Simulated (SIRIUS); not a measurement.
# HfIn4SiO6 in SIRIUS: the effect of Hubbard term

Crystal: HfIn4SiO6.

```
CELL_PARAMETERS angstrom
3.23023 -5.57768 -0.02470
3.23023 5.57768 -0.02470
-1.49068 0.00000 6.32030
ATOMIC_POSITIONS crystal
Hf 0.10178 0.10178 0.00912
In 0.79222 0.48204 0.00818
In 0.48204 0.79222 0.00818
In 0.54472 0.21983 0.48398
In 0.21983 0.54472 0.48398
Si 0.85433 0.85433 0.44523
O 0.83500 0.58822 0.38104
O 0.58822 0.83500 0.38104
O 0.02899 0.02899 0.29500
O 0.97920 0.97920 0.69555
O 0.42852 0.14514 0.07435
O 0.14514 0.42852 0.07435
```

The cell was built by a generator and needn't be a form met in nature.

Alike in all runs:

```yaml
Program: SIRIUS 7.12.0
Task: single point
Functional: PBE
Potentials_or_basis: PseudoDojo 0.4.1 PBE standard (scalar relativistic)
Cutoff: 1152 eV
Density_cutoff: 4606 eV
k_mesh: 2 × 2 × 2
Occupations: fermi-dirac, width 0.05 eV
Spin: no spin polarisation
Libxc_names: "[\"XC_GGA_X_PBE\", \"XC_GGA_C_PBE\"]"
Energy_tol: 1e-08 Ha
Density_tol: 1e-06
Mixer: anderson
Mixing_beta: 0.7
Max_scf: 100
Radial_cutoff_for_the_potentials'_integrals: 6.5 bohr
```

```csv
Hubbard term,pressure (GPa),largest force (eV/Å)
none,-0.5,0.13
Hf d U = 2 eV,-0.1,0.13
Hf d U = 4 eV,?,?
Hf d U = 6 eV,0.7,0.60
Hf d U = 8 eV,1.2,0.89
```

Task: What does the run with Hubbard term Hf d U = 4 eV give?

Result: Pressure 0.2 GPa; largest force 0.34 eV/Å.

Worked out: A straight line through the other rows of the pressure, of slope 0.21 GPa per eV, gives 0.3 GPa, against the run's 0.2. A parabola through the other rows of the largest force, of slope 0.0995 eV/Å per eV there, gives 0.32 eV/Å, against the run's 0.34.

Caveats: all runs use coarse meshes.
